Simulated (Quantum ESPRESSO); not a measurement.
# Ru3C in Quantum ESPRESSO: the effect of dispersion

Ru3C:

```
CELL_PARAMETERS angstrom
3.68320 0.00000 0.00000
0.00000 3.68320 0.00000
0.00000 0.00000 3.68320
ATOMIC_POSITIONS crystal
Ru 0.00000 0.50000 0.50000
Ru 0.50000 0.00000 0.50000
Ru 0.50000 0.50000 0.00000
C 0.00000 0.00000 0.00000
```

The cell was built by a generator and needn't be a form met in nature.

Alike in all runs:

```yaml
Program: Quantum ESPRESSO 7.5
Task: phonons
Potentials_or_basis: GBRV 1.5 PBE
Cutoff: 612 eV
Density_cutoff: 4898 eV
k_mesh: 7 × 7 × 7
Occupations: cold, width 0.2 eV
Spin: no spin polarisation
```

Each run relaxes the cell or the atoms first.

| dispersion | functional | relaxed volume (Å³/atom) | highest phonon frequency (cm⁻¹) |
| --- | --- | --- | --- |
| none | PBE | 12.46 | 203 |
| D2 | PBE | 11.98 | 226 |
| D3(BJ) two-body | PBE | ? | ? |
| rVV10 | rPW86PBE | 12.86 | 199 |
| rev-vdW-DF2 | rev-vdW-DF2 | 12.31 | 212 |

**Question.** What does the run with dispersion D3(BJ) two-body give?

**Answer.** Relaxed volume 12.15 Å³/atom; highest phonon frequency 222 cm⁻¹.

Caveats: the mesh is thin for the phonons of a metal; some modes are imaginary; pairwise dispersion overbinds metals, which lowers pressure and volume (some runs); the potentials were made for another functional, which shifts forces and pressure (some runs).
